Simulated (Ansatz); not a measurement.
# CH4As (doublet): from Hartree-Fock to the top rungs, cc-pVDZ

An exercise on one series of results from a longer session: the logs are not shown, and one member is left open.

The runs use Ansatz 0.2.0, Gaussian basis; cc-pVDZ, core rule «outside noble gas», up to 15 orbitals frozen.

To be run: UHF; CCSD(T) on ROHF; CCSD(T) on UHF; BCCD(T) on ROHF; CISD; CCSDT(Q) on ROHF; CCSDT(Q) on UHF.

19 further runs of the same task are left out: 1 for a known fault of the program, 7 that didn't finish, 11 set aside as unsound or not needed.

**The geometry**

The geometry is a PBE0/def2-TZVP stationary point (not a proven minimum). No spin-orbit coupling is included. The filled d shell of As may be among the frozen orbitals whatever the setting's name suggests; the logs give the count.

6 atoms, charge 0, spin multiplicity 2.

Atoms are counted from 1 here; the program's logs count them from 0.

Bond lengths: C1–As2 1.967 Å, C1–H3 1.091 Å, C1–H4 1.090 Å, C1–H5 1.091 Å, As2–H6 1.530 Å. Angles: As2–C1–H3 110.4°, As2–C1–H4 109.1°, As2–C1–H5 110.4°, H3–C1–H4 109.2°, H3–C1–H5 108.6°, H4–C1–H5 109.2°, C1–As2–H6 94.2°.

The first run:

Input file in.yaml:

```yaml
crystal:
  periodic: [false, false, false]
  atoms:
    - {symbol: C, position_ang: [0.000000, -0.031759, 1.630734]}
    - {symbol: As, position_ang: [0.000000, 0.026825, -0.335621]}
    - {symbol: H, position_ang: [-0.886340, -0.553826, 1.995085]}
    - {symbol: H, position_ang: [0.000000, 0.987067, 2.017353]}
    - {symbol: H, position_ang: [0.886340, -0.553826, 1.995085]}
    - {symbol: H, position_ang: [0.000000, -1.494918, -0.492322]}
basis:
  gaussian: {orbitals: cc-pVDZ}
magnetization: {spin_polarized: true, initial_magnetization: 1}
hamiltonian: {xc: hf}
output: {orbitals: {seedname: orbitals}}
```

Started as:

```
$ ansatz run in.yaml --threads 1 --pin off --events-out ev --progress --plain --max-ram 2393MiB
```

Among the steps run: UHF; CCSD(T) on ROHF; CCSD(T) on UHF; BCCD(T) on ROHF; CISD; CCSDT(Q) on ROHF; CCSDT(Q) on UHF.

One table of the session follows, with a row left open; its other results are not shown here.

```
   method  from UCCSDT(Q) (kJ/mol)
     ROHF                   +762.1
      UHF                   +751.3
     RMP2                   +116.6
     UMP2                   +117.5
     CISD                    +86.8
    RCCSD                    +22.9
    UCCSD                    +22.4
 RCCSD(T)                     +3.4
 UCCSD(T)                     +3.2
  BCCD(T)                     +3.4
   RCCSDT                     +1.3
   UCCSDT                        ?
RCCSDT(Q)                     +0.3
UCCSDT(Q)                        0
```

Estimate the missing values for UCCSDT.

As computed: from UCCSDT(Q) (kJ/mol): +1.0. In the column «from UCCSDT(Q) (kJ/mol)» it lies between RCCSDT(Q) (+0.3) and RCCSDT (+1.3).

With the free atoms at the same levels and basis (separate runs), the atomisation energy is 17.411 eV at UCCSDT(Q), 17.409 eV at RCCSD(T), 17.394 eV at UCCSD(T), 13.581 eV at ROHF.

To keep in mind: Restricted and unrestricted rows rest on different reference determinants; where their highest levels disagree by more than a few hundredths of an eV, they describe different states and don't form one ladder.
